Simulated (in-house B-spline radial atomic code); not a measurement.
# Ru³⁺: a test of the spline order

How far can the spline order be changed before the Ru³⁺ run goes wrong?

Program: in-house B-spline radial atomic code version 1. Level of theory: non-relativistic BP86, spin-polarised, spherical fractional occupations, point nucleus, basis-set limit. These are calculated values, not measurements, unless marked.

### Step 1. Starting point

| Item | Value |
| --- | --- |
| element | ruthenium (Z = 44) |
| charge | +3 |
| electrons | 41 |
| configuration | [Kr] 4d5 |
| Hamiltonian | non-relativistic |
| nucleus | point |

Outer shells as boxes (Hund's rule):

[Kr] 4d5
```
[Kr] core
4d [↑ ][↑ ][↑ ][↑ ][↑ ]
```

Where spins are not typed, each open shell is filled with up spins first.

A run counts as converged when the orbital gradient is under the tolerance times 44 hartree (or under the basis's noise floor) and the energy moved by less than 1e-8 hartree times the root of its size. Energy differences under 1e-05 hartree are noise.

### Step 2. Reference run with standard settings

Input settings:

```ini
Z = 44
electrons = 41.0
configuration = [Kr] 4d5
hamiltonian = nr
method = b88,p86
spin_polarised = True
knot_spacing = 0.22
spline_order = 8
gauss_points = 12
box_radius = 16.22
max_iterations = 70
damping = 0.5
damped_steps = 3
diis_vectors = 10
tolerance = 1e-08
start = Thomas-Fermi
```

Launch:

```console
$ python run_scf.py task.json out
```

The settings of every run stand in task.json; they run in order.

### Step 3. Spline order 3

Changes to the settings of step 2:

```diff
@@ -7,3 +7,3 @@
 knot_spacing = 0.22
-spline_order = 8
+spline_order = 3
 gauss_points = 12
```

### Step 4. Spline order 4

Changes to the settings of step 3:

```diff
@@ -7,3 +7,3 @@
 knot_spacing = 0.22
-spline_order = 3
+spline_order = 4
 gauss_points = 12
```

### Step 5. Spline order 5

Changes to the settings of step 4:

```diff
@@ -7,3 +7,3 @@
 knot_spacing = 0.22
-spline_order = 4
+spline_order = 5
 gauss_points = 12
```

### Step 6. Spline order 6

Changes to the settings of step 5:

```diff
@@ -7,3 +7,3 @@
 knot_spacing = 0.22
-spline_order = 5
+spline_order = 6
 gauss_points = 12
```

### Step 7. Spline order 7

Changes to the settings of step 6:

```diff
@@ -7,3 +7,3 @@
 knot_spacing = 0.22
-spline_order = 6
+spline_order = 7
 gauss_points = 12
```

### Step 8. Spline order 10

Changes to the settings of step 7:

```diff
@@ -7,3 +7,3 @@
 knot_spacing = 0.22
-spline_order = 7
+spline_order = 10
 gauss_points = 12
```

**Question.** Which of these runs converge to the reference energy, which miss it and by about how much, and which fail?

**Answer**, as computed:

| run | outcome | iterations | energy less the reference (hartree) |
| --- | --- | --- | --- |
| reference | converged | 10 | 0 |
| spline order 3 | converged | 10 | +0.125 |
| spline order 4 | converged | 10 | +0.00216 |
| spline order 5 | converged | 10 | +6.99e-05 |
| spline order 6 | converged | 10 | below noise |
| spline order 7 | converged | 10 | below noise |
| spline order 10 | converged | 10 | below noise |

**Reading.** Of 6 changed inputs, 3 gave the reference energy within 1e-05 hartree and 3 converged to another value. The worst converged miss is +0.125 hartree (spline order 3): splines of so low an order are too stiff.
